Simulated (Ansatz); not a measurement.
# Si23BHO48: the cost of one run

Program: Ansatz 0.2.0. Level of theory: DFT r2SCAN, scalar-relativistic, plane waves, PAW. These are calculated values, not measurements.

### Step 1. The starting structure

The structure is triclinic, space group P1 (No. 1). The conventional cell has a = 9.832 Å, b = 9.832 Å, c = 10.818 Å, α = 90.00°, β = 90.00°, γ = 120.00°. Si (site symmetry 1) has 4 O at 1.62 to 1.63 Å as nearest neighbours. Si (site symmetry 1) has 4 O at 1.62 Å as nearest neighbours. O (site symmetry 1) is surrounded by 2 Si at 1.62 Å. Around O (site symmetry 1) lie 2 Si at 1.62 to 1.63 Å. O (site symmetry 1) has 2 Si at 1.63 Å as nearest neighbours. Only part of the 73 independent sites is listed.

Structure file:

```cif
data_structure
_symmetry_space_group_name_H-M 'P1'
_symmetry_Int_Tables_number 1
_cell_length_a 9.8316
_cell_length_b 9.8316
_cell_length_c 10.8182
_cell_angle_alpha 90.000
_cell_angle_beta 90.000
_cell_angle_gamma 120.000
_cell_volume 905.60
loop_
_atom_site_label
_atom_site_type_symbol
_atom_site_symmetry_multiplicity
_atom_site_Wyckoff_symbol
_atom_site_fract_x
_atom_site_fract_y
_atom_site_fract_z
_atom_site_occupancy
Si1 Si 1 a 0.26406 0.26823 0.16395 1
Si2 Si 1 a 0.73099 0.00004 0.33125 1
Si3 Si 1 a 0.99577 0.23458 0.99922 1
O1 O 1 a 0.86841 0.06508 0.43529 1
O2 O 1 a 0.92814 0.29612 0.10995 1
O3 O 1 a 0.70325 0.13885 0.27844 1
O4 O 1 a 0.12862 0.20066 0.05710 1
O5 O 1 a 0.06423 0.36890 0.39756 1
O6 O 1 a 0.28490 0.42952 0.22252 1
Si4 Si 1 a 0.26691 0.26636 0.66581 1
Si5 Si 1 a 0.72842 0.00372 0.82549 1
Si6 Si 1 a 0.99360 0.22919 0.50100 1
O7 O 1 a 0.85661 0.07647 0.93685 1
O8 O 1 a 0.90490 0.26579 0.61203 1
O9 O 1 a 0.69311 0.12922 0.75544 1
O10 O 1 a 0.13620 0.20881 0.55651 1
O11 O 1 a 0.06923 0.36774 0.89152 1
O12 O 1 a 0.29596 0.43128 0.72391 1
Si7 Si 1 a 0.76346 0.26784 0.16740 1
Si8 Si 1 a 0.24046 0.00540 0.33447 1
Si9 Si 1 a 0.49902 0.23554 0.99702 1
O13 O 1 a 0.37050 0.07082 0.44469 1
O14 O 1 a 0.42920 0.30367 0.10162 1
O15 O 1 a 0.21338 0.14169 0.27567 1
O16 O 1 a 0.63161 0.20464 0.05860 1
O17 O 1 a 0.57179 0.36598 0.39468 1
O18 O 1 a 0.79227 0.43344 0.22247 1
B1 B 1 a 0.74916 0.21117 0.64544 1
Si10 Si 1 a 0.23116 0.99943 0.83300 1
Si11 Si 1 a 0.50732 0.23454 0.50438 1
O19 O 1 a 0.36089 0.06950 0.94311 1
O20 O 1 a 0.43265 0.29302 0.61229 1
O21 O 1 a 0.20170 0.13454 0.77489 1
O22 O 1 a 0.64534 0.20855 0.55898 1
O23 O 1 a 0.57309 0.36053 0.88357 1
O24 O 1 a 0.82037 0.44952 0.72949 1
Si12 Si 1 a 0.76454 0.76768 0.16429 1
Si13 Si 1 a 0.22860 0.49974 0.33524 1
Si14 Si 1 a 0.50228 0.73831 0.99734 1
O25 O 1 a 0.36369 0.56766 0.44190 1
O26 O 1 a 0.43368 0.79484 0.11102 1
O27 O 1 a 0.20455 0.63925 0.27844 1
O28 O 1 a 0.63997 0.70828 0.04995 1
O29 O 1 a 0.56779 0.86512 0.39196 1
O30 O 1 a 0.78656 0.93135 0.21762 1
Si15 Si 1 a 0.76667 0.76568 0.66621 1
Si16 Si 1 a 0.23367 0.50067 0.83230 1
Si17 Si 1 a 0.50005 0.73178 0.49970 1
O31 O 1 a 0.36483 0.57392 0.94043 1
O32 O 1 a 0.43119 0.79121 0.61172 1
O33 O 1 a 0.19488 0.62949 0.77136 1
O34 O 1 a 0.63732 0.70357 0.55524 1
O35 O 1 a 0.56526 0.86913 0.88771 1
O36 O 1 a 0.79371 0.92977 0.72258 1
Si18 Si 1 a 0.26976 0.76928 0.16821 1
Si19 Si 1 a 0.73226 0.50296 0.33290 1
Si20 Si 1 a 0.00128 0.73774 0.00439 1
O37 O 1 a 0.86662 0.57628 0.43890 1
O38 O 1 a 0.93455 0.80131 0.11421 1
O39 O 1 a 0.69943 0.63614 0.27364 1
O40 O 1 a 0.13943 0.70983 0.05807 1
O41 O 1 a 0.07375 0.87211 0.39132 1
O42 O 1 a 0.30079 0.93519 0.22466 1
Si21 Si 1 a 0.26625 0.76644 0.66502 1
Si22 Si 1 a 0.73892 0.50510 0.83613 1
Si23 Si 1 a 0.00240 0.73840 0.49828 1
O43 O 1 a 0.86013 0.57210 0.95241 1
O44 O 1 a 0.93304 0.79607 0.61063 1
O45 O 1 a 0.70300 0.63540 0.77634 1
O46 O 1 a 0.13821 0.70742 0.55378 1
O47 O 1 a 0.06641 0.86285 0.89062 1
O48 O 1 a 0.29362 0.92925 0.72467 1
H1 H 1 a 0.90835 0.47557 0.74120 1
```

The structure rests on an entry of the Crystallography Open Database; cell or positions may have been set otherwise for this series.

### Step 2. Single point: Si23BHO48 defect cell, no spin

Contents of input.yaml:

```yaml
crystal:
  lattice:
    - [9.8316, 0.0, 0.0]
    - [-4.9158, 8.514415, 0.0]
    - [0.0, 0.0, 10.8182]
  atoms:
    - { symbol: Si, position: [0.268229, 0.0041718, 0.163947] }
    - { symbol: Si, position: [4.197e-05, 0.269048, 0.331252] }
    - { symbol: Si, position: [0.234581, 0.238814, 0.99921695] }
    - { symbol: O, position: [0.065081, 0.196673, 0.435289] }
    - { symbol: O, position: [0.296117, 0.367979, 0.109947] }
    - { symbol: O, position: [0.138851, 0.435599, 0.27844] }
    - { symbol: O, position: [0.200663, 0.072044, 0.057104] }
    - { symbol: O, position: [0.368898, 0.304667, 0.39756] }
    - { symbol: O, position: [0.429523, 0.144627, 0.222519] }
    - { symbol: Si, position: [0.266364, 0.99944948, 0.665811] }
    - { symbol: Si, position: [0.0037187, 0.275294, 0.825492] }
    - { symbol: Si, position: [0.229188, 0.235589, 0.500998] }
    - { symbol: O, position: [0.076474, 0.219866, 0.936852] }
    - { symbol: O, position: [0.265793, 0.360894, 0.612031] }
    - { symbol: O, position: [0.129223, 0.436111, 0.755439] }
    - { symbol: O, position: [0.208811, 0.072613, 0.556509] }
    - { symbol: O, position: [0.367745, 0.298518, 0.891521] }
    - { symbol: O, position: [0.431278, 0.135317, 0.723908] }
    - { symbol: Si, position: [0.267841, 0.50438, 0.167402] }
    - { symbol: Si, position: [0.0054002, 0.76494, 0.334469] }
    - { symbol: Si, position: [0.235544, 0.736527, 0.9970162] }
    - { symbol: O, position: [0.070824, 0.70032, 0.444693] }
    - { symbol: O, position: [0.303673, 0.874469, 0.101623] }
    - { symbol: O, position: [0.141688, 0.92831, 0.275665] }
    - { symbol: O, position: [0.204642, 0.573029, 0.058604] }
    - { symbol: O, position: [0.365977, 0.794186, 0.394685] }
    - { symbol: O, position: [0.433442, 0.641171, 0.222472] }
    - { symbol: B, position: [0.211166, 0.462001, 0.645444] }
    - { symbol: Si, position: [0.9994333, 0.768269, 0.833003] }
    - { symbol: Si, position: [0.234542, 0.72722, 0.504375] }
    - { symbol: O, position: [0.069498, 0.708608, 0.943107] }
    - { symbol: O, position: [0.293017, 0.86037, 0.612286] }
    - { symbol: O, position: [0.134542, 0.932846, 0.774892] }
    - { symbol: O, position: [0.208547, 0.563203, 0.558977] }
    - { symbol: O, position: [0.360528, 0.787441, 0.883568] }
    - { symbol: O, position: [0.449522, 0.629156, 0.729492] }
    - { symbol: Si, position: [0.767681, 0.0031387, 0.164291] }
    - { symbol: Si, position: [0.49974, 0.271142, 0.335243] }
    - { symbol: Si, position: [0.738307, 0.236025, 0.9973402] }
    - { symbol: O, position: [0.567656, 0.20397, 0.441897] }
    - { symbol: O, position: [0.794843, 0.361167, 0.111022] }
    - { symbol: O, position: [0.639254, 0.434703, 0.278436] }
    - { symbol: O, position: [0.708279, 0.068307, 0.049947] }
    - { symbol: O, position: [0.865117, 0.297326, 0.391963] }
    - { symbol: O, position: [0.931352, 0.14479, 0.217625] }
    - { symbol: Si, position: [0.765679, 0.99900501, 0.666208] }
    - { symbol: Si, position: [0.500672, 0.267003, 0.832305] }
    - { symbol: Si, position: [0.731783, 0.231729, 0.499702] }
    - { symbol: O, position: [0.573918, 0.209087, 0.940432] }
    - { symbol: O, position: [0.791211, 0.360024, 0.611723] }
    - { symbol: O, position: [0.629494, 0.434616, 0.771359] }
    - { symbol: O, position: [0.70357, 0.066246, 0.555237] }
    - { symbol: O, position: [0.869132, 0.303876, 0.887712] }
    - { symbol: O, position: [0.929769, 0.136055, 0.722578] }
    - { symbol: Si, position: [0.769283, 0.499524, 0.168213] }
    - { symbol: Si, position: [0.502958, 0.770694, 0.332903] }
    - { symbol: Si, position: [0.737743, 0.736466, 0.004389] }
    - { symbol: O, position: [0.576281, 0.709664, 0.438902] }
    - { symbol: O, position: [0.801308, 0.86676, 0.114209] }
    - { symbol: O, position: [0.636144, 0.936719, 0.273641] }
    - { symbol: O, position: [0.709835, 0.570407, 0.058071] }
    - { symbol: O, position: [0.872112, 0.798362, 0.391317] }
    - { symbol: O, position: [0.93519, 0.634402, 0.224657] }
    - { symbol: Si, position: [0.766436, 0.500185, 0.665023] }
    - { symbol: Si, position: [0.505104, 0.766184, 0.836129] }
    - { symbol: Si, position: [0.738395, 0.735998, 0.498283] }
    - { symbol: O, position: [0.572102, 0.71197, 0.952414] }
    - { symbol: O, position: [0.796073, 0.863032, 0.61063] }
    - { symbol: O, position: [0.635398, 0.932398, 0.776344] }
    - { symbol: O, position: [0.70742, 0.569208, 0.553785] }
    - { symbol: O, position: [0.862848, 0.796441, 0.890624] }
    - { symbol: O, position: [0.929249, 0.635632, 0.724675] }
    - { symbol: H, position: [0.47556761, 0.56721581, 0.74120011] }
scf:
  occupations: { method: gaussian, width: 0.02 }
output:
  stress: false
  eigenvalues: true
kpoints:
  mp_grid: { grid: [1, 1, 1] }
hamiltonian:
  xc: r2scan
```

Launch:

```
$ ansatz run input.yaml --threads 4 --pin off --max-ram 16384MiB --backend cpu --events-out ev --progress --plain --runs-dir out
```

What time and memory should one allow on 4 threads of AMD EPYC 7R13 (Zen 3), shared host?

About 18 s, with a peak of 2.3 GiB.
